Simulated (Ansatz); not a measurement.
# Mg3CdTe4: the cost of one run

Computed with Ansatz 0.2.0 (DFT PBE, scalar-relativistic, plane waves, PAW, unless a step's input says otherwise).

## 1. Starting point

Symmetry: P3m1, No. 156, trigonal system. Conventional cell: a = 4.628 Å, b = 4.628 Å, c = 15.072 Å, α = 90.00°, β = 90.00°, γ = 120.00°. Mg (site symmetry 3m) is surrounded by 4 Te at 2.82 to 2.83 Å. Mg (site symmetry 3m) is surrounded by 4 Te at 2.82 Å. Around Cd (site symmetry 3m) lie 4 Te at 2.85 to 2.87 Å. Te (site symmetry 3m) is surrounded by 4 Mg at 2.82 to 2.83 Å. Te (site symmetry 3m) has 1 Mg at 2.83 Å and 3 Cd at 2.85 Å in its first shell of neighbours. Around Te (site symmetry 3m) lie 4 Mg at 2.82 Å. Te (site symmetry 3m) is surrounded by 3 Mg at 2.82 Å and 1 Cd at 2.87 Å.

As a file:

```
CELL_PARAMETERS angstrom
4.62763 0.00000 0.00000
-2.31381 4.00764 0.00000
0.00000 0.00000 15.07170
ATOMIC_POSITIONS crystal
Mg 0.66667 0.33333 0.49577
Mg 0.66667 0.33333 0.99993
Mg 0.00000 0.00000 0.24813
Cd 0.00000 0.00000 0.74992
Te 0.66667 0.33333 0.18740
Te 0.66667 0.33333 0.68338
Te 0.00000 0.00000 0.43545
Te 0.00000 0.00000 0.94003
```

The start is the relaxed end of an invented cell (made as: elements ordered on the sites of the MgTe type, Cd/Mg on Mg (P3m1, No. 156)), taken up again for a closer look.

## 2. A first look at the guess

Contents of input.yaml:

```yaml
crystal:
  lattice:
    - [4.6276261, 0.0, 0.0]
    - [-2.3138131, 4.0076418, 0.0]
    - [0.0, 0.0, 15.071696]
  atoms:
    - { symbol: Mg, position: [0.6666667, 0.3333333, 0.495767] }
    - { symbol: Mg, position: [0.6666667, 0.3333333, 0.99993] }
    - { symbol: Mg, position: [0.0, 0.0, 0.248126] }
    - { symbol: Cd, position: [0.0, 0.0, 0.749924] }
    - { symbol: Te, position: [0.6666667, 0.3333333, 0.187399] }
    - { symbol: Te, position: [0.6666667, 0.3333333, 0.683378] }
    - { symbol: Te, position: [0.0, 0.0, 0.43545] }
    - { symbol: Te, position: [0.0, 0.0, 0.940027] }
basis:
  ecutwfc: 420
kpoints:
  mp_grid: { grid: [6, 6, 1] }
hamiltonian:
  xc: pbe
scf:
  occupations: { method: gaussian, width: 0.1 }
  lower_state_search: "off"
output:
  forces: true
  stress: true
  eigenvalues: true
```

Launch:

```bash
ansatz run input.yaml --threads 4 --pin off --max-ram 8192MiB --backend cpu --events-out ev --progress --plain --runs-dir out
```

Q: Estimate wall time and peak memory on 4 threads of AMD EPYC 9R45 (Zen 5), shared host.

About 1.4 s, with a peak of 0.74 GiB.
